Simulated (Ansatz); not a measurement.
# WC: shifting one sublattice

This session takes WC and sets out to map the energy as every W atom is pushed off its site.

Program: Ansatz 0.2.0. Level of theory: DFT PBEsol, scalar-relativistic, plane waves, PAW. These are calculated values, not measurements.

## (1) The starting structure

It takes space group Fm-3m (No. 225, cubic). The conventional cell has a = 4.385 Å, b = 4.385 Å, c = 4.385 Å, α = 90.00°, β = 90.00°, γ = 90.00°. W (site symmetry m-3m) is surrounded by 6 C at 2.19 Å. C (site symmetry m-3m) is surrounded by 6 W at 2.19 Å.

As a file:

```xyz
2
Lattice="0.0000 2.1927 2.1927 2.1927 0.0000 2.1927 2.1927 2.1927 0.0000" Properties=species:S:1:pos:R:3 pbc="T T T"
W     0.0000    0.0000    0.0000
C     2.1927    2.1927    2.1927
```

It goes back to an entry of the Materials Project, which need not be the stable form.

No relaxation comes first: the listed cell is the starting point.

## (2) The reference cell

Reference values: F = -10502.8157 eV; pressure -10.12 GPa; largest force 0.000 eV/Å; gap on the mesh none (metal). It was computed beforehand with the settings of the runs below.

## (3) Setting up shifting one sublattice

Every W atom is moved by x along the Cartesian unit vector (0.000, -0.707, -0.707); the cell and all other atoms stay fixed. Forces below are components along that vector, summed over the moved atoms.

## (4) At x = -0.200 Å

input.yaml

```yaml
crystal:
  lattice:
    - [0.0, 2.192684, 2.192684]
    - [2.192684, 0.0, 2.192684]
    - [2.192684, 2.192684, 0.0]
  atoms:
    - { symbol: W, position: [0.0644969162, 0.0, 0.0] }
    - { symbol: C, position: [0.5, 0.5, 0.5] }
basis:
  ecutwfc: 420
kpoints:
  mp_grid: { grid: [18, 18, 18] }
hamiltonian:
  xc: pbesol
scf:
  occupations: { method: gaussian, width: 0.15 }
output:
  forces: true
  stress: true
  eigenvalues: true
```

Run with:

```bash
> ansatz run input.yaml --threads 1 --pin off --max-ram 2560MiB --backend cpu --events-out ev --progress --plain --runs-dir out
```

## (5) At x = 0.150 Å

input.yaml: that of step 4 with these lines changed.

```diff
@@ -6,3 +6,3 @@
   atoms:
-    - { symbol: W, position: [0.0644969162, 0.0, 0.0] }
+    - { symbol: W, position: [-0.0483726872, 0.0, 0.0] }
     - { symbol: C, position: [0.5, 0.5, 0.5] }
```

## (6) x = -0.100 Å

input.yaml: that of step 5 with these lines changed.

```diff
@@ -6,3 +6,3 @@
   atoms:
-    - { symbol: W, position: [-0.0483726872, 0.0, 0.0] }
+    - { symbol: W, position: [0.0322484581, 0.0, 0.0] }
     - { symbol: C, position: [0.5, 0.5, 0.5] }
```

## (7) At x = 0.050 Å

input.yaml: that of step 6 with these lines changed.

```diff
@@ -6,3 +6,3 @@
   atoms:
-    - { symbol: W, position: [0.0322484581, 0.0, 0.0] }
+    - { symbol: W, position: [-0.0161242291, 0.0, 0.0] }
     - { symbol: C, position: [0.5, 0.5, 0.5] }
@@ -20 +20,5 @@
   eigenvalues: true
+  write_density: true
+  write_potential: true
+  elf: true
+  volumetric_format: npy
```

## (8) At x = 0.175 Å

input.yaml: that of step 7 with these lines changed.

```diff
@@ -6,3 +6,3 @@
   atoms:
-    - { symbol: W, position: [-0.0161242291, 0.0, 0.0] }
+    - { symbol: W, position: [-0.0564348017, 0.0, 0.0] }
     - { symbol: C, position: [0.5, 0.5, 0.5] }
```

## (9) Point x = 0.125 Å

input.yaml: that of step 8 with these lines changed.

```diff
@@ -6,3 +6,3 @@
   atoms:
-    - { symbol: W, position: [-0.0564348017, 0.0, 0.0] }
+    - { symbol: W, position: [-0.0403105726, 0.0, 0.0] }
     - { symbol: C, position: [0.5, 0.5, 0.5] }
@@ -20,5 +20 @@
   eigenvalues: true
-  write_density: true
-  write_potential: true
-  elf: true
-  volumetric_format: npy
```

## (10) Point x = 0.075 Å

input.yaml: that of step 9 with these lines changed.

```diff
@@ -6,3 +6,3 @@
   atoms:
-    - { symbol: W, position: [-0.0403105726, 0.0, 0.0] }
+    - { symbol: W, position: [-0.0241863436, 0.0, 0.0] }
     - { symbol: C, position: [0.5, 0.5, 0.5] }
```

## (11) Point x = 0.025 Å

input.yaml: that of step 10 with these lines changed.

```diff
@@ -6,3 +6,3 @@
   atoms:
-    - { symbol: W, position: [-0.0241863436, 0.0, 0.0] }
+    - { symbol: W, position: [-0.0080621145, 0.0, 0.0] }
     - { symbol: C, position: [0.5, 0.5, 0.5] }
```

(Steps that only read results are left out.)

Q: Predict the outcome of this session.

**Answer**, as computed:

```
                                                        quantity       value
force constant along x, from the points at -0.100, 0 and 0.025 Å  6.09 eV/Å²
```

What this shows: Near the site the force constant is 6.09 eV/Å². No sampled point lies below the undisturbed cell. The runs treat W without spin-orbit coupling.
